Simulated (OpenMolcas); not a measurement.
**Pd²⁺ among point charges: CASSCF and CASPT2 levels and susceptibility**

How does a field of 6 point charges split the states of Pd²⁺, and what χT follows?

Method: state-averaged CASSCF and CASPT2, spin-orbit coupling by RASSI with atomic mean-field integrals. Code: OpenMolcas 26.06.

### Step 1. The system

```
Species                           : Pd²⁺ (palladium, Z = 46, 44 electrons)
Basis                             : ANO-RCC-VDZP [6s5p3d1f], 43 functions
Scalar Hamiltonian                : DKH2, point nucleus
Inactive shells                   : 1s 2s 2p 3s 3p 3d 4s 4p
Active space                      : 8 electrons in 5 orbitals (4d)
Some configurations of this space : 4d⁸
Orbitals                          : optimised for each spin and parity, averaged over all roots
```

The outer shells:

4d8
```
4d [↑↓][↑↓][↑↓][↑ ][↑ ]
```

The ion sits among 6 point charges of -1 e arranged as an octahedron (Oh), 1.84 Å from the ion.

The work runs as a chain of OpenMolcas steps in one folder; each step below is one input file. Labels, J, g values, rates, χT and fits are worked out afterwards by a script from the matrices that RASSI stores. The input lists half of the charges; inversion (Group=XYZ) makes the rest.

### Step 2. One- and two-electron integrals

The input, a.inp:

```
&GATEWAY
Coord
1

Pd 0.0 0.0 0.0
Basis=ANO-RCC-VDZP
Group=XYZ
NoMove
AngMom=0.0 0.0 0.0
AMFI
XField
3 Angstrom 0
1.840000 0.000000 0.000000 -1.000000
0.000000 1.840000 0.000000 -1.000000
0.000000 0.000000 1.840000 -1.000000
&SEWARD
```

### Step 3. CASSCF: triplets of even parity, 10 roots

The input, a.inp:

```
&RASSCF
FileOrb=start.orb
Symmetry=1
Spin=3
nActEl=8 0 0
Inactive=9 9
Ras2=5 0
CIRoot=10 10 1
SDav=10
CIMx=300
Iter=120 100
PrWF=0.3
OrbListing=Nothing
MaxOrb=0
>>> COPY $Project.JobIph JOB001
```

start.orb holds the contracted functions of the basis, ordered by shell, or the orbitals of the step before.

### Step 4. CASSCF: singlets of even parity, 15 roots

The input, a.inp:

```
&RASSCF
FileOrb=start.orb
Symmetry=1
Spin=1
nActEl=8 0 0
Inactive=9 9
Ras2=5 0
CIRoot=15 15 1
SDav=15
CIMx=300
Iter=120 100
PrWF=0.3
OrbListing=Nothing
MaxOrb=0
>>> COPY $Project.JobIph JOB002
```

### Step 5. RASSI: spin-orbit coupling between the states

The input, a.inp:

```
&RASSI
NrOfJobIphs=2 10 15
1 2 3 4 5 6 7 8 9 10
1 2 3 4 5 6 7 8 9 10 11 12 13 14 15
IphNames
JOB001
JOB002
EJob
SpinOrbit
DIPRint=1.0
SOCoupling=1000.0
Subsets=2
Property=9
'ANGMOM' 1 'ANGMOM' 2 'ANGMOM' 3 'MLTPL  1' 1 'MLTPL  1' 2 'MLTPL  1' 3
'AMFI' 1 'AMFI' 2 'AMFI' 3
SOProperty=3
'ANGMOM' 1 'ANGMOM' 2 'ANGMOM' 3
```

### Step 6. CASPT2: IPEA 0.25, imaginary shift 0.1 (closed shells correlated: 4s 4p)

The input, a.inp:

```
>>> COPY JOB001 $Project.JobIph
&CASPT2
Multistate=10 1 2 3 4 5 6 7 8 9 10
NoMult
Frozen=8 6
IPEA=0.25
Imaginary=0.1
MaxIter=60
WThr=0.0 0.3 0.05
PrWF=0.5
NoMix
>>> COPY JOB002 $Project.JobIph
&CASPT2
Multistate=15 1 2 3 4 5 6 7 8 9 10 11 12 13 14 15
NoMult
Frozen=8 6
IPEA=0.25
Imaginary=0.1
MaxIter=60
WThr=0.0 0.3 0.05
PrWF=0.5
NoMix
```

(Steps that only read results are left out.)

Before running it: what results should come out? Wanted: spin-free ground state; first state of the same spin within the active space; lowest level; next level.

**Answer**, as computed:

```
                                            quantity                                                                        value
                                              method  SS-CASPT2, IPEA 0.25, imaginary shift 0.1 (closed shells correlated: 4s 4p)
                              spin-free ground state                                              3A2, 1-fold in its orbital part
first state of the same spin within the active space                                                             3T2 at 7670 cm⁻¹
                                        lowest level                                                                    3-fold T2
                                          next level                                                                  6771.7 cm⁻¹
                                         χT at 300 K                                                               1.83 cm³ K/mol
                           effective moment at 300 K                                                                      3.82 μB
```

Cost by method:

| method | time of its own steps | time with the reference |
| --- | --- | --- |
| A. CASSCF | 7.9 s | 7.9 s |
| B. SS-CASPT2, IPEA 0.25, imaginary shift 0.1, +4s 4p | 2.7 s | 11 s |

Times are of one thread on a shared host.

**Reading.** The spin-free ground state (3A2) comes to 100 % from free-ion F terms and keeps the highest spin of the shell. χT at 300 K is 1.83, against 1.00 cm³ K/mol for the spin alone, so orbital moment adds to it. A ligand-field fit to the states below 45000 cm-1 gives 10Dq = 7550 cm-1, B = 829 cm-1 and C = 3280 cm-1 (C/B = 3.95), with a deviation of 436 cm-1. CASPT2 does not keep the components of a term degenerate, and the means are used. The field of point charges can differ much from that of real complexes. Point charges carry no covalency, so the field is a model and not that of real ligands.
